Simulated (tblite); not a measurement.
# C5H9BrOSi2: the cost of one run

The runs use tblite 0.8.0 and PySCF 2.14.0, with density-fitted response routines of our own; the level of theory stands in each step. All values are computed, except where a source is named. Atoms count from 0, in the outputs and in this text.

**1. The starting structure**

18 atoms, charge 0, multiplicity 1; geometry from: force field or distance geometry start.

Bonds of the start (Å): C0–C1 1.21, C1–Si2 1.78, Si2–Br3 2.28, Si2–Si4 2.22, Si4–O5 1.69, Si2–C6 1.85, C6–C7 1.51, C7–C8 1.52, C8–C6 1.49, C0–H9 1.05, Si4–H10 1.49, Si4–H11 1.48, O5–H12 0.99, C6–H13 1.13, C7–H14 1.12, C7–H15 1.09, C8–H16 1.13, C8–H17 1.10.

**2. Geometry optimisation with GFN2-xTB**

The job: settings as JSON, then the geometry in Å.

```
{"job": {"kind": "relax", "xc": "GFN2-xTB", "basis": "xTB"}, "charge": 0, "multiplicity": 1}
C      2.562400    -2.159700     0.715600
C      1.753000    -1.496500     0.109400
Si     0.569100    -0.498700    -0.761600
Br     0.604000    -1.153700    -2.945200
Si     1.101800     1.655300    -0.676000
O      0.862500     2.378700     0.834700
C     -1.127100    -0.870200    -0.127900
C     -1.660900    -0.229900     1.130800
C     -2.243800     0.103800    -0.228100
H      3.255900    -2.754000     1.239000
H      0.340300     2.383500    -1.735700
H      2.525100     1.774200    -1.064200
H      1.623700     2.179500     1.438300
H     -1.424000    -1.943800    -0.318200
H     -2.330500    -0.842900     1.793000
H     -1.147900     0.592000     1.624100
H     -2.002900     1.131400    -0.626400
H     -3.269500    -0.242700    -0.413400
```

Started as:

```bash
$ OMP_NUM_THREADS=1 python probes_run.py task.json out
```

This one command runs all jobs of the session in turn.

Q: Estimate the wall time and peak memory of this first job on 1 thread of Arm Neoverse N1, shared host.

About 2.2 s, with a peak of 0.18 GiB.
